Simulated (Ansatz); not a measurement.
# C₂H₆Ge: basis-set convergence

An exercise on one series of results from a longer session: the logs are not shown, and one member is left open.

The runs use Ansatz 0.2.0, Gaussian basis; one geometry, several basis sets.

Plan: PBE0-D4/def2-SVP; ωB97M-V/def2-SVP; PBE0-D4/def2-QZVPP; ωB97M-V/def2-QZVPP; the functionals' def2-TZVPP values are taken from earlier runs.

## The geometry

The geometry comes from an earlier relaxation with PBE0-D4 in a triple-zeta def2 set; it is a stationary point, not always the lowest conformer.

SMILES `C=[CH][GeH3]`, 9 atoms, charge 0, spin multiplicity 1.

Atoms are counted from 1 here; the program's logs count them from 0.

Bond lengths: C1–C2 1.327 Å, C1–H4 1.086 Å, C1–H5 1.087 Å, C2–Ge3 1.938 Å, C2–H6 1.088 Å, Ge3–H7 1.539 Å, Ge3–H8 1.538 Å, Ge3–H9 1.539 Å. Angles: C2–C1–H4 122.0°, C2–C1–H5 121.9°, H4–C1–H5 116.1°, C1–C2–Ge3 123.1°, C1–C2–H6 118.8°, Ge3–C2–H6 118.1°, C2–Ge3–H7 110.6°, C2–Ge3–H8 108.6°, C2–Ge3–H9 110.6°, H7–Ge3–H8 109.5°, H7–Ge3–H9 108.0°, H8–Ge3–H9 109.5°.

The first run:

in.yaml reads:

```yaml
crystal:
  periodic: [false, false, false]
  atoms:
    - {symbol: C, position_ang: [-0.771401, 0.825445, -1.091141]}
    - {symbol: C, position_ang: [0.063860, 0.755049, -0.061888]}
    - {symbol: Ge, position_ang: [0.543391, -0.913917, 0.798726]}
    - {symbol: H, position_ang: [-1.239228, -0.059102, -1.514401]}
    - {symbol: H, position_ang: [-1.026998, 1.772127, -1.559635]}
    - {symbol: H, position_ang: [0.503131, 1.673927, 0.320650]}
    - {symbol: H, position_ang: [2.061773, -1.150765, 0.712597]}
    - {symbol: H, position_ang: [-0.196937, -2.060911, 0.091120]}
    - {symbol: H, position_ang: [0.150911, -0.888253, 2.286772]}
basis:
  gaussian: {orbitals: def2-SVP}
hamiltonian: {xc: pbe0, dispersion: d4}
output: {orbitals: {seedname: orbitals}}
```

Command:

```bash
ansatz run in.yaml --threads 2 --pin off --events-out ev --progress --plain --max-ram 31744MiB --backend cpu
```

Among the steps run: PBE0-D4 in def2-SVP; ωB97M-V in def2-SVP; PBE0-D4 in def2-QZVPP; ωB97M-V in def2-QZVPP.

One table of the session follows, with a row left open; its other results are not shown here.

It belongs to the step «Density functionals: the series». 

```
functional       basis  HOMO (eV)  LUMO (eV)
   PBE0-D4    def2-SVP      -7.89      -0.12
   PBE0-D4  def2-TZVPP      -7.94      -0.30
   PBE0-D4  def2-QZVPP      -7.94      -0.35
   ωB97M-V    def2-SVP     -10.10       2.10
   ωB97M-V  def2-TZVPP     -10.17       1.82
   ωB97M-V  def2-QZVPP          ?          ?
```

Estimate the missing values for ωB97M-V, def2-QZVPP.

As computed: HOMO (eV): -10.17; LUMO (eV): 1.70.
